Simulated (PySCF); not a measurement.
**CoCl₄⁻: stationary points from several starts**

Which structure of CoCl₄⁻ lies lowest? The starts are tetrahedral, square planar and see-saw; the spin state tried: quintet. Each end point is tested by its vibrations.

Program: PySCF 2.14.0. Level of theory: PBE0, basis Co def2-TZVPD, Cl def2-TZVPD, no relativity, density fitting. These are calculated values, not measurements.

### 1 Starting geometry

5 atoms, charge -1, spin multiplicity 5.

Bond lengths: Co1–Cl2 2.100 Å, Co1–Cl3 2.100 Å, Co1–Cl4 2.100 Å, Co1–Cl5 2.100 Å. Angles: Cl2–Co1–Cl3 109.5°, Cl2–Co1–Cl4 109.5°, Cl2–Co1–Cl5 109.5°, Cl3–Co1–Cl4 109.5°, Cl3–Co1–Cl5 109.5°, Cl4–Co1–Cl5 109.5°.

Coordinates in bohr (charge -1 multiplicity 5):
```
Co    0.0000    0.0000    0.0000
Cl    3.2402   -0.0001    2.2911
Cl   -3.2402    0.0000    2.2911
Cl    0.0001    3.2402   -2.2911
Cl   -0.0001   -3.2401   -2.2912
```

### 2 Relaxing the quintet from the tetrahedral start

The steps below are one call of a driver around PySCF. For each, scf.py gives the equivalent set-up of the SCF; relaxations use the driver's own optimiser. Before each start the driver seeks the lowest SCF state from one or more starting densities and follows internal instabilities, so scf.py alone need not reach the same state.

The program finds Td symmetry in the start, which this walk keeps.

Contents of scf.py:

```python
from pyscf import gto, scf, dft
mol = gto.M(atom='''
Co    -0.000000    -0.000000    -0.000000
Cl     1.714617    -0.000055     1.212417
Cl    -1.714617    -0.000000     1.212417
Cl     0.000028     1.714645    -1.212378
Cl    -0.000028    -1.714589    -1.212456''',
    basis={'Co': 'def2-TZVPD', 'Cl': 'def2-TZVPD'},
    charge=-1, spin=4)
mf = dft.UKS(mol, xc='PBE0')
mf.grids.atom_grid = (50, 194)
aux = {'Co': 'def2-universal-JKFIT', 'Cl': 'def2-universal-JKFIT'}
mf = mf.density_fit(auxbasis=aux)
mf.kernel()
```

The runs that follow: Releasing the symmetry; Vibrations and properties at this point; Relaxation: square planar start, quintet; Frequencies; Downhill along the imaginary mode; Relaxing the quintet from the see-saw start.

**Question.** What will these runs give? Wanted: lowest minimum; geometry; wavenumbers; dipole moment; highest occupied, lowest empty level; polar-tensor charge of Co1; zero-point energy; ⟨S²⟩.

The runs gave:

```
                                          quantity                                                              value
                                    lowest minimum                                                       quintet, D2d
                                          geometry     Co–Cl 2.190 Å (×4); Cl–Co–Cl 107.5° (×4), Cl–Co–Cl 113.4° (×2)
                                wavenumbers (cm⁻¹)  91 (a1), 112 (b2), 114 (b1), 126 (e), 321 (a1), 336 (b2), 374 (e)
                    dipole moment (centre of mass)                                                             0.00 D
highest occupied, lowest empty level (either spin)                                                    -4.15, -0.67 eV
                        polar-tensor charge of Co1                                                            +1.66 e
                                 zero-point energy                                                        11.8 kJ/mol
                               entropy at 298.15 K                                                    388.2 J/(mol K)
                                              ⟨S²⟩                                                              6.013
```

The lowest minimum found is the quintet of D2d symmetry. In the infrared the band at 374 cm⁻¹ (e, stretch) leads. Most of the spin sits on Co1 (Mulliken spin 2.99, against 4 for the whole molecule). A search over typed starts can miss a lower isomer. Other spin states or occupations of the open shell can lie lower.
